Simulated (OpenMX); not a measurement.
## Tc under changes of volume

One of the cells (14.248 Å³/atom); the others are scaled copies at fixed shape and fractional positions:

```xyz
4
Lattice="2.7394 0.0000 0.0000 -1.3697 2.3724 0.0000 0.0000 0.0000 8.7697" Properties=species:S:1:pos:R:3 pbc="T T T"
Tc    1.3697    0.7908    6.5773
Tc    0.0000    0.0000    4.3848
Tc    0.0000    1.5816    2.1924
Tc    0.0000    0.0000    0.0000
```

```yaml
Program: OpenMX 3.8.5
Functional: PBE
Potentials_or_basis: OpenMX 2013 PBE set, Tc7.0-s3p2d1, fixed grid of 28 × 28 × 105 points
k_mesh: 11 × 11 × 3
Occupations: fermi-dirac, width 0.05 eV
Spin: no spin polarisation
```

```csv
volume (Å³/atom),energy over the lowest point (meV/atom),largest force (eV/Å)
13.393,?,?
13.678,88.08,0.027
13.963,45.46,0.035
14.248,17.54,0.022
14.533,2.87,0.033
14.818,0.00,0.032
15.103,7.66,0.022
```

What does the run at 13.393 Å³/atom give?

Energy over the lowest point 147.02 meV/atom; largest force 0.023 eV/Å.

Worked out: A Birch-Murnaghan fit of order 3 (a polynomial in V^(-2/3)) to the other rows has its minimum at 14.75 Å³/atom with B0 = V·E''(V) = 315 GPa and B' = 4.8 at fixed shape and positions, which overstates the stiffness. It gives 147.25 meV/atom at 13.393 Å³/atom, against the run's 147.02.

Energies are extrapolated to zero smearing.

Caveats: the basis of atomic orbitals isn't converged, which shifts pressures, moduli and gaps.
